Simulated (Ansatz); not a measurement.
**C2H8O2Sn: how energies converge with the basis set**

How large a basis does C2H8O2Sn need? Two functionals are run in growing sets.

Method: one geometry, several basis sets; program: Ansatz 0.2.0, Gaussian basis.

The runs, in order: PBE0-D4/def2-SVP; ωB97M-V/def2-SVP; PBE0-D4/def2-QZVPP; ωB97M-V/def2-QZVPP; the functionals' def2-TZVPP values are taken from earlier runs.

**1. The relaxed structure**

All runs share one geometry, relaxed beforehand with PBE0-D4 in a triple-zeta def2 set. Sn takes the def2 core potential; no spin-orbit term is included.

SMILES `C[O][SnH2][O]C`, 13 atoms, charge 0, spin multiplicity 1.

Atoms are counted from 1 here; the program's logs count them from 0.

Bond lengths: C1–O2 1.406 Å, C1–H6 1.098 Å, C1–H7 1.099 Å, C1–H8 1.094 Å, O2–Sn3 1.960 Å, Sn3–O4 1.960 Å, Sn3–H9 1.700 Å, Sn3–H10 1.700 Å, O4–C5 1.406 Å, C5–H11 1.094 Å, C5–H12 1.099 Å, C5–H13 1.098 Å. Angles: O2–C1–H6 112.4°, O2–C1–H7 112.5°, O2–C1–H8 108.2°, H6–C1–H7 107.9°, H6–C1–H8 108.0°, H7–C1–H8 107.7°, C1–O2–Sn3 119.7°, O2–Sn3–O4 106.3°, O2–Sn3–H9 104.2°, O2–Sn3–H10 110.7°, O4–Sn3–H9 110.7°, O4–Sn3–H10 104.2°, H9–Sn3–H10 120.1°, Sn3–O4–C5 119.7°, O4–C5–H11 108.2°, O4–C5–H12 112.5°, O4–C5–H13 112.4°, H11–C5–H12 107.7° and more.

**2. PBE0-D4 in def2-SVP**

in.yaml reads:

```yaml
crystal:
  periodic: [false, false, false]
  atoms:
    - {symbol: C, position_ang: [-1.295578, 0.449998, 1.676445]}
    - {symbol: O, position_ang: [-0.424278, 1.236242, 0.901486]}
    - {symbol: Sn, position_ang: [1.303292, 0.502220, 0.336327]}
    - {symbol: O, position_ang: [0.898560, -1.058858, -0.778105]}
    - {symbol: C, position_ang: [0.164229, -0.895349, -1.966361]}
    - {symbol: H, position_ang: [-1.621176, -0.456168, 1.149532]}
    - {symbol: H, position_ang: [-0.847399, 0.142468, 2.631806]}
    - {symbol: H, position_ang: [-2.184374, 1.046022, 1.903111]}
    - {symbol: H, position_ang: [1.998517, 1.742051, -0.596156]}
    - {symbol: H, position_ang: [2.145963, -0.141008, 1.665314]}
    - {symbol: H, position_ang: [0.062791, -1.874422, -2.443538]}
    - {symbol: H, position_ang: [0.663930, -0.225982, -2.680764]}
    - {symbol: H, position_ang: [-0.844077, -0.501814, -1.783999]}
basis:
  gaussian: {orbitals: def2-SVP}
hamiltonian: {xc: pbe0, dispersion: d4}
output: {orbitals: {seedname: orbitals}}
```

Started as:

```
> ansatz run in.yaml --threads 4 --pin off --events-out ev --progress --plain --max-ram 11315MiB
```

The log of the run:

```text
Functional definition: PBE0
  name "PBE0"
  cite "Adamo & Barone, J. Chem. Phys. 110, 6158 (1999) doi:10.1063/1.478522"
  cite "Perdew, Burke & Ernzerhof, Phys. Rev. Lett. 77, 3865 (1996) doi:10.1103/PhysRevLett.77.3865"
  parent pbe
  parameter a = 0.25
  parameter kappa = 0.804
  parameter beta = 0.06672455060314922
  exchange = (1 - a)*pbe_x(kappa = kappa, mu = beta*pi^2/3) + a*exact_x
  correlation = pbe_c(beta = beta)
1420 factors; their error is unknown
mean field evaluation 1: about -12109.0554 eV, gradient 6.3e1 eV
mean field evaluation 2: about -12090.6887 eV, gradient 1.1e2 eV
mean field evaluation 4: about -12117.3414 eV, gradient 5.0e0 eV
mean field evaluation 8: about -12117.4677 eV, gradient 5.8e-2 eV
mean field -12117.46766932 eV, -445.3087233329 hartree, gradient 2.8e-5 eV, S^2 0.000000; 0 other end points of the search recorded, 0 dependent functions left out
reference -12117.46770228 eV, -445.3087245441 hartree; 29, 29 occupied and 93, 93 virtual orbitals, 1420 factors
Total energy: -12117.68558904 eV, -445.3167317349 hartree
```

It took 0.8 s on 4 threads of Intel Xeon Platinum 8488C, shared host; peak memory 0.32 GiB.

**3. ωB97M-V in def2-SVP**

Changes to in.yaml since step 2:

```diff
@@ -18,3 +18,3 @@
   gaussian: {orbitals: def2-SVP}
-hamiltonian: {xc: pbe0, dispersion: d4}
+hamiltonian: {xc: {name: wB97M-V}}
 output: {orbitals: {seedname: orbitals}}
```

The command is unchanged.

The log of the run, cut to the lines that bear on the results:

```text
Functional definition: wB97M-V
  name "wB97M-V"
  cite "Mardirossian & Head-Gordon, J. Chem. Phys. 144, 214110 (2016) doi:10.1063/1.4952647"
  cite "Becke, J. Chem. Phys. 107, 8554 (1997) doi:10.1063/1.475007"
  cite "Vydrov & Van Voorhis, J. Chem. Phys. 133, 244103 (2010) doi:10.1063/1.3521275"
  # Of w^i u^j: cxij and so on, Table III.
[...]
  gx(w, u) = 1 - cx + cx01*u + cx10*w
  gss(w, u) = css00 + css04*u^4 + css10*w + css20*w^2 + css43*w^4*u^3
  gos(w, u) = cos00 + cos10*w + (cos20 + cos21*u)*w^2 + (cos60 + cos61*u)*w^6
[...]
      + integral(e_c_pw_mod_opposite_spin*gos(b97_w_opposite, b97_u_opposite)) + vv10(b, c)
1406 factors; their error is unknown
347 factors; integrals over basis functions are off by at most 7.8e-6 eV
[...]
mean field -12120.18340521 eV, -445.4085247861 hartree, gradient 1.9e-5 eV, S^2 0.000000; 0 other end points of the search recorded, 0 dependent functions left out
reference -12120.18345817 eV, -445.4085267325 hartree; 29, 29 occupied and 93, 93 virtual orbitals, 1406 factors
Total energy: -12120.18345817 eV, -445.4085267325 hartree
```

Run time: 2.6 s. Hardware: 4 threads of Intel Xeon Platinum 8488C, shared host; peak memory 0.44 GiB.

**4. PBE0-D4 in def2-QZVPP**

Changes to in.yaml since step 3:

```diff
@@ -17,4 +17,4 @@
 basis:
-  gaussian: {orbitals: def2-SVP}
-hamiltonian: {xc: {name: wB97M-V}}
+  gaussian: {orbitals: "def2-QZVPP.json"}
+hamiltonian: {xc: pbe0, dispersion: d4}
 output: {orbitals: {seedname: orbitals}}
```

Same command.

The log of the run:

```text
Functional definition: PBE0
  name "PBE0"
  cite "Adamo & Barone, J. Chem. Phys. 110, 6158 (1999) doi:10.1063/1.478522"
  cite "Perdew, Burke & Ernzerhof, Phys. Rev. Lett. 77, 3865 (1996) doi:10.1103/PhysRevLett.77.3865"
  parent pbe
  parameter a = 0.25
  parameter kappa = 0.804
  parameter beta = 0.06672455060314922
  exchange = (1 - a)*pbe_x(kappa = kappa, mu = beta*pi^2/3) + a*exact_x
  correlation = pbe_c(beta = beta)
1675 factors; their error is unknown
mean field evaluation 1: about -12114.0671 eV, gradient 7.8e1 eV
mean field evaluation 2: about -12082.5792 eV, gradient 1.5e2 eV
mean field evaluation 4: about -12125.6314 eV, gradient 7.8e0 eV
mean field evaluation 8: about -12125.8048 eV, gradient 4.8e-1 eV
mean field evaluation 16: about -12125.8050 eV, gradient 4.8e-5 eV
mean field -12125.80499079 eV, -445.6151142457 hartree, gradient 4.8e-5 eV, S^2 0.000000; 0 other end points of the search recorded, 0 dependent functions left out
reference -12125.80503752 eV, -445.6151159628 hartree; 29, 29 occupied and 521, 521 virtual orbitals, 1675 factors
Total energy: -12126.02292428 eV, -445.6231231537 hartree
```

It took 7 s on 4 threads of Intel Xeon Platinum 8488C, shared host; peak memory 2.1 GiB.

**5. ωB97M-V in def2-QZVPP**

Changes to in.yaml since step 4:

```diff
@@ -18,3 +18,3 @@
   gaussian: {orbitals: "def2-QZVPP.json"}
-hamiltonian: {xc: pbe0, dispersion: d4}
+hamiltonian: {xc: {name: wB97M-V}}
 output: {orbitals: {seedname: orbitals}}
```

The command is unchanged.

The log of the run, cut to the lines that bear on the results:

```text
Functional definition: wB97M-V
  name "wB97M-V"
  cite "Mardirossian & Head-Gordon, J. Chem. Phys. 144, 214110 (2016) doi:10.1063/1.4952647"
  cite "Becke, J. Chem. Phys. 107, 8554 (1997) doi:10.1063/1.475007"
  cite "Vydrov & Van Voorhis, J. Chem. Phys. 133, 244103 (2010) doi:10.1063/1.3521275"
  # Of w^i u^j: cxij and so on, Table III.
[...]
  gx(w, u) = 1 - cx + cx01*u + cx10*w
  gss(w, u) = css00 + css04*u^4 + css10*w + css20*w^2 + css43*w^4*u^3
  gos(w, u) = cos00 + cos10*w + (cos20 + cos21*u)*w^2 + (cos60 + cos61*u)*w^6
[...]
      + integral(e_c_pw_mod_opposite_spin*gos(b97_w_opposite, b97_u_opposite)) + vv10(b, c)
1658 factors; their error is unknown
448 factors; integrals over basis functions are off by at most 6.4e-6 eV
[...]
mean field -12128.81353710 eV, -445.7256762833 hartree, gradient 3.1e-5 eV, S^2 0.000000; 0 other end points of the search recorded, 0 dependent functions left out
reference -12128.81361327 eV, -445.7256790827 hartree; 29, 29 occupied and 521, 521 virtual orbitals, 1658 factors
Total energy: -12128.81361327 eV, -445.7256790827 hartree
```

Wall time 13 s (4 threads of Intel Xeon Platinum 8488C, shared host); peak memory 2.6 GiB.

**6. Functionals by basis**

The def2-TZVPP values come from earlier runs at the same geometry.

```
functional       basis  functions  energy (eV)  from the largest (eV)  HOMO (eV)  LUMO (eV)
   PBE0-D4    def2-SVP        122  -12117.6856                  8.337      -7.48       0.18
   PBE0-D4  def2-TZVPP        286  -12125.5745                  0.448      -7.65      -0.17
   PBE0-D4  def2-QZVPP        550  -12126.0229                  0.000      -7.69      -0.27
   ωB97M-V    def2-SVP        122  -12120.1835                  8.630      -9.85       2.02
   ωB97M-V  def2-TZVPP        286  -12128.3760                  0.438     -10.05       1.32
   ωB97M-V  def2-QZVPP        550  -12128.8136                  0.000     -10.09       1.02
```

**7. Results**

| quantity | value |
| --- | --- |
| PBE0-D4: double and triple zeta above quadruple | 8.34, 0.45 eV |
| ωB97M-V: double and triple zeta above quadruple | 8.63, 0.44 eV |

**Reading.** For PBE0-D4 the step from double to triple zeta gains 7.89 eV and the next only 0.45 eV. These are total energies; as a rule much of such shifts cancels in differences, which this series doesn't test. The LUMO of ωB97M-V is positive and keeps falling with the basis (2.02 to 1.02 eV): an unbound level that the basis holds in place.

For PBE0-D4 the largest set took about 9 times as long as the smallest (7 s against 0.8 s).
